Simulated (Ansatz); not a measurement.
# C₈H₁₆: vertical ionisation energy

An exercise on one series of results from a longer session: the logs are not shown, and one member is left open.

Program: Ansatz 0.2.0, Gaussian basis. Level of theory: unrestricted cation, the program's frozen cores in correlated methods. These are calculated values, not measurements.

Plan: UKS PBE-D4/def2-TZVPP; UKS r2SCAN-D4/def2-TZVPP; UKS PBE0-D4/def2-TZVPP; UKS B3LYP-D4/def2-TZVPP; UKS wB97X-V/def2-TZVPP; UKS wB97M-V/def2-TZVPP; UKS B2PLYP/def2-TZVPP; UHF-CCSD(T)/def2-TZVPP; UHF-MP2/def2-QZVPP; extrapolation to the limit; then −ε(HOMO) from the neutral's earlier runs with LDA (SPW92), PBE-D4, revPBE-D4, BLYP-D4, r2SCAN-D4, B97M-V, PBE0-D4, B3LYP-D4, r2SCANh-D4, r2SCAN0-D4, HSE06-D4, BHLYP-D4, CAM-B3LYP-D4, LC-ωPBE, ωB97X-V, ωB97M-V.

## The geometry

The geometry comes from an earlier relaxation with PBE0-D4 in a triple-zeta def2 set; it is a stationary point, not always the lowest conformer.

24 atoms, charge 0, spin multiplicity 1.

Atoms are counted from 1 here; the program's logs count them from 0.

Bond lengths: C1–C2 1.520 Å, C1–H9 1.093 Å, C1–H10 1.094 Å, C1–H11 1.092 Å, C2–C3 1.518 Å, C2–H12 1.098 Å, C2–H13 1.095 Å, C3–C4 1.534 Å, C3–C7 1.531 Å, C3–H14 1.101 Å, C4–C5 1.543 Å, C4–H15 1.092 Å, C4–H16 1.095 Å, C5–C6 1.534 Å, C5–H17 1.093 Å, C5–H18 1.092 Å, C6–C7 1.525 Å, C6–H19 1.096 Å and more. Angles: C2–C1–H9 111.5°, C2–C1–H10 111.0°, C2–C1–H11 111.4°, H9–C1–H10 107.5°, H9–C1–H11 107.6°, H10–C1–H11 107.7°, C1–C2–C3 113.6°, C1–C2–H12 109.6°, C1–C2–H13 109.1°, C3–C2–H12 108.5°, C3–C2–H13 109.4°, H12–C2–H13 106.2°, C2–C3–C4 114.3°, C2–C3–C7 114.9°, C2–C3–H14 108.3°, C4–C3–C7 103.5°, C4–C3–H14 108.6°, C7–C3–H14 107.0° and more.

The first run:

Contents of in.yaml:

```yaml
crystal:
  periodic: [false, false, false]
  atoms:
    - {symbol: C, position_ang: [-2.207610, -1.814925, -0.172283]}
    - {symbol: C, position_ang: [-0.713293, -1.576570, -0.030792]}
    - {symbol: C, position_ang: [-0.341348, -0.110949, 0.105084]}
    - {symbol: C, position_ang: [-0.706089, 0.747257, -1.112373]}
    - {symbol: C, position_ang: [0.285390, 1.929642, -1.116096]}
    - {symbol: C, position_ang: [1.253216, 1.659356, 0.042379]}
    - {symbol: C, position_ang: [1.152832, 0.159264, 0.297731]}
    - {symbol: C, position_ang: [1.716163, -0.278961, 1.633794]}
    - {symbol: H, position_ang: [-2.606331, -1.334307, -1.069069]}
    - {symbol: H, position_ang: [-2.751191, -1.411667, 0.687225]}
    - {symbol: H, position_ang: [-2.437193, -2.880922, -0.239074]}
    - {symbol: H, position_ang: [-0.189434, -1.990390, -0.901987]}
    - {symbol: H, position_ang: [-0.342718, -2.128412, 0.839852]}
    - {symbol: H, position_ang: [-0.858081, 0.296024, 0.987999]}
    - {symbol: H, position_ang: [-1.746751, 1.076259, -1.089807]}
    - {symbol: H, position_ang: [-0.588431, 0.148411, -2.022128]}
    - {symbol: H, position_ang: [0.823623, 1.973239, -2.065887]}
    - {symbol: H, position_ang: [-0.219948, 2.890792, -1.002564]}
    - {symbol: H, position_ang: [0.925232, 2.189363, 0.944309]}
    - {symbol: H, position_ang: [2.273984, 1.988925, -0.166172]}
    - {symbol: H, position_ang: [1.689682, -0.366183, -0.506281]}
    - {symbol: H, position_ang: [1.183692, 0.212730, 2.454451]}
    - {symbol: H, position_ang: [1.630264, -1.358596, 1.778964]}
    - {symbol: H, position_ang: [2.774339, -0.019382, 1.722755]}
basis:
  gaussian: {orbitals: def2-TZVPP}
total_charge: 1
magnetization: {spin_polarized: true, initial_magnetization: 1}
hamiltonian: {xc: pbe, dispersion: d4}
```

On the command line:

```bash
> ansatz run in.yaml --threads 4 --pin off --events-out ev --progress --plain --max-ram 66560MiB --backend cuda --devices 0, --max-vram 37GiB
```

Steps of the session up to this table: Cation, UKS PBE-D4/def2-TZVPP; Cation, UKS r2SCAN-D4/def2-TZVPP; Cation, UKS PBE0-D4/def2-TZVPP; Cation, UKS B3LYP-D4/def2-TZVPP; Cation, UKS wB97X-V/def2-TZVPP; Cation, UKS wB97M-V/def2-TZVPP; Cation, UKS B2PLYP (frozen core)/def2-TZVPP; Cation, UHF-CCSD(T)/def2-TZVPP; Cation, UHF-MP2/def2-QZVPP.

One table of the session follows, with a row left open; its other results are not shown here.

Orbital estimates, from the neutral's runs:

```
  functional  −ε(HOMO) (eV)
 LDA (SPW92)           7.20
      PBE-D4           7.12
   revPBE-D4           7.07
     BLYP-D4           7.02
   r2SCAN-D4           7.36
      B97M-V           7.52
     PBE0-D4           8.43
    B3LYP-D4           8.23
  r2SCANh-D4              ?
  r2SCAN0-D4           8.59
    HSE06-D4           8.03
    BHLYP-D4           9.69
CAM-B3LYP-D4           9.82
     LC-ωPBE          11.14
     ωB97X-V          10.81
     ωB97M-V          10.70
```

**Question.** Estimate the row for r2SCANh-D4.

Worked estimate for «−ε(HOMO) (eV)». Against the share of exact exchange, r2SCAN-D4 (0, 7.36), r2SCAN0-D4 (0.25, 8.59) give a slope of 4.92 per unit share; at 0.1 the line stands at 7.85.

**Answer.** −ε(HOMO) (eV): 7.85. In «−ε(HOMO) (eV)» the line misses by 0.00.
